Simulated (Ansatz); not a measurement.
# SiAs (sextet): wave-function methods side by side, cc-pVTZ

One table from this session's results is given with a row withheld; the runs are named, their logs left out.

Method: cc-pVTZ, core rule «outside noble gas», up to 19 orbitals frozen; program: Ansatz 0.2.0, Gaussian basis.

The runs, in order: UHF; CCSD(T) on ROHF; CCSD(T) on UHF; BCCD(T) on ROHF; CISD as a restricted active space (open shells left free, so some higher excitations enter); CCSDT(Q) on ROHF; CCSDT(Q) on UHF; CASSCF and MRCISD+Q, 9 electrons in 8 orbitals; CASSCF and NEVPT2, 9 electrons in 8 orbitals.

20 further runs of the same task are left out: 10 that didn't finish, 10 set aside as unsound or not needed. Runs told in other sessions of the task aren't counted.

### The system

The geometry is a PBE0/def2-TZVP stationary point (not a proven minimum) of the parent state, kept for this charge and spin. No spin-orbit coupling is included. The filled d shell of As may be among the frozen orbitals whatever the setting's name suggests.

2 atoms, charge 0, spin multiplicity 6.

Atoms are counted from 1 here; the program's logs count them from 0.

Bond lengths: Si1–As2 2.454 Å.

Set-up of the first run:

in.yaml

```yaml
crystal:
  periodic: [false, false, false]
  atoms:
    - {symbol: Si, position_ang: [0.000000, 0.000000, 0.000000]}
    - {symbol: As, position_ang: [0.000000, 0.000000, 2.453600]}
basis:
  gaussian: {orbitals: cc-pVTZ}
magnetization: {spin_polarized: true, initial_magnetization: 5}
hamiltonian: {xc: hf}
output: {orbitals: {seedname: orbitals}}
```

Run with:

```bash
$ ansatz run in.yaml --threads 1 --pin off --events-out ev --progress --plain --max-ram 2393MiB
```

Steps of the session up to this table: UHF; CCSD(T) on ROHF; CCSD(T) on UHF; BCCD(T) on ROHF; CISD as a restricted active space (open shells left free, so some higher excitations enter); CCSDT(Q) on ROHF; CCSDT(Q) on UHF; CASSCF and MRCISD+Q, 9 electrons in 8 orbitals; CASSCF and NEVPT2, 9 electrons in 8 orbitals.

One table of the session follows, with a row left open; its other results are not shown here.

```
          method  from UCCSDT(Q) (kcal/mol)
            ROHF                    +117.25
             UHF                    +113.56
            RMP2                     +23.65
            UMP2                     +24.72
            CISD                     +10.33
           RCCSD                      +6.86
           UCCSD                      +6.42
        RCCSD(T)                      +1.53
        UCCSD(T)                      +1.19
         BCCD(T)                      +1.54
          RCCSDT                      +0.66
          UCCSDT                      +0.28
       RCCSDT(Q)                      +0.38
       UCCSDT(Q)                          0
  CASSCF valence                          ?
  NEVPT2 valence                     +24.19
  MRCISD valence                     +11.52
MRCISD+Q valence                      +2.34
```

Estimate the missing values for CASSCF valence.

As computed: from UCCSDT(Q) (kcal/mol): +104.66. In the column «from UCCSDT(Q) (kcal/mol)» it lies between UMP2 (+24.72) and UHF (+113.56).

Limits of these values: Restricted and unrestricted rows rest on different reference determinants; a gap between their highest levels can come from leftover correlation error, from unlike frozen cores or from another state.
